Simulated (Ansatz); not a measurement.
Turn this script for the Ansatz DFT code, driven from Python into the input file that the command-line program reads.

`run_scf.py`:
```python
"""SCF run for CO2."""

from pathlib import Path

import ansatz as az
from ase import Atoms
import numpy as np

atoms = Atoms(
    ["C", "C", "O", "O", "O", "O"],
    scaled_positions=[
        (0.0, 0.0, 0.0),
        (0.5, 0.5, 0.5),
        (0.23, 0.23, 0.0),
        (0.27, 0.73, 0.5),
        (0.77, 0.77, 0.0),
        (0.73, 0.27, 0.5),
    ],
    cell=[
        (3.5161, 0.0, 0.0),
        (0.0, 3.5161, 0.0),
        (0.0, 0.0, 4.1043),
    ],
    pbc=True,
)
structure = az.Crystal.from_ase(atoms)

# settings of the run
base = (
    structure.calculation()
    .occupations(az.OccupationsMethod.FIXED)
    .kpoints(6, 6, 4)
    .functional("lda")
    .basis(470)
    .density()
    .potential()
    .electron_localization_function()
    .output_files(volumetric_format="npy")
    .band_table()
)
def show(event):
    row = event["data"]
    if event["event"] == "scf_iter" and row.get("harris_foulkes_ev") is not None:
        print(f"  iteration {row['iter']:3d}  Harris-Foulkes {row['harris_foulkes_ev']:.5f} eV  residual {row['dr2_ev']:.2e}")


done = base.session().plan().execute(on_event=show)
rep = done.report

for key in ("converged", "n_iterations", "n_electrons", "n_kpoints", "n_pw", "n_symmetry_ops", "free_energy_ev", "fermi_energy_ev"):
    print(f"{key:18s} {rep[key]}")

folder = Path(done.write_results("fields"))
print("densities in e/A^3, potentials in eV, ELF without unit")
for name in sorted(p.name for p in folder.glob("*.npy")):
    field = np.load(folder / name)
    print(f"{name:16s} {str(field.shape):16s} min {field.min():10.4f}  mean {field.mean():10.4f}  max {field.max():10.4f}")

# direct or indirect, as far as the mesh can tell
levels = np.array(rep["eigenvalues_ev"])
filled = round(rep["n_electrons"] / 2)
top, bottom = levels[:, filled - 1], levels[:, filled]
print("top of band", filled, "at k =", rep["kpoints_frac"][top.argmax()], f"{top.max():.4f} eV")
print("bottom of band", filled + 1, "at k =", rep["kpoints_frac"][bottom.argmin()], f"{bottom.min():.4f} eV")
print(f"gap by band count {bottom.min() - top.max():.3f} eV, least direct gap {(bottom - top).min():.3f} eV")
```

```console
$ python run_scf.py
  iteration   1  Harris-Foulkes -2703.23513 eV  residual 1.08e-01
  iteration   2  Harris-Foulkes -2703.21388 eV  residual 2.77e-02
  iteration   3  Harris-Foulkes -2703.20616 eV  residual 1.62e-03
  iteration   4  Harris-Foulkes -2703.20581 eV  residual 2.08e-05
  iteration   5  Harris-Foulkes -2703.20581 eV  residual 4.77e-07
  iteration   6  Harris-Foulkes -2703.20581 eV  residual 5.64e-09
converged          True
n_iterations       6
n_electrons        32.0
n_kpoints          30
n_pw               1191
n_symmetry_ops     16
free_energy_ev     -2703.205808188145
fermi_energy_ev    3.7938273448424322
densities in e/A^3, potentials in eV, ELF without unit
elf.npy          (25, 25, 30)     min     0.0097  mean     0.3424  max     0.8798
rho.npy          (25, 25, 30)     min     0.0389  mean     0.6307  max     7.8083
v_es.npy         (25, 25, 30)     min   -92.4356  mean     2.0955  max    11.0261
v_tot.npy        (25, 25, 30)     min  -113.6569  mean    -9.1973  max     4.6916
top of band 16 at k = [-0.5, -0.5, -0.5] 3.7938 eV
bottom of band 17 at k = [0.0, 0.0, 0.0] 9.5121 eV
gap by band count 5.718 eV, least direct gap 6.446 eV
```

`input.yaml`:
```yaml
crystal:
  lattice:
    - [3.5161, 0.0, 0.0]
    - [0.0, 3.5161, 0.0]
    - [0.0, 0.0, 4.1043]
  atoms:
    - { symbol: C, position: [0.0, 0.0, 0.0] }
    - { symbol: C, position: [0.5, 0.5, 0.5] }
    - { symbol: O, position: [0.23, 0.23, 0.0] }
    - { symbol: O, position: [0.27, 0.73, 0.5] }
    - { symbol: O, position: [0.77, 0.77, 0.0] }
    - { symbol: O, position: [0.73, 0.27, 0.5] }
basis:
  ecutwfc: 470.0
kpoints:
  mp_grid:
    grid: [6, 6, 4]
hamiltonian:
  xc: lda
scf:
  occupations:
    method: fixed
output:
  write_density: true
  write_potential: true
  volumetric_format: npy
  elf: true
  eigenvalues: true
```

Absolute energies stand on the zero of these potentials, so only differences at equal settings mean something. A total without «per atom» is that of the cell as typed. Semilocal gaps usually lie well under measured ones. With fixed filling the reported Fermi level is the top filled level among the k-points of the SCF. An absolute Fermi energy rests on an arbitrary zero of the periodic potential and has no direct meaning. Grid values close to the nuclei reflect the PAW or pseudopotential construction, not the all-electron fields. The structure is a deposited one; some such entries were measured under pressure or heat, so a shift against it needn't be the functional's error alone. Levels are Kohn-Sham eigenvalues on this mesh. Wall time of the script: 2.8 s on 1 thread of Arm Neoverse V1, on a shared host, peak memory 0.37 GiB.

(Lines on the test bed's own set-up are left out of the output.)
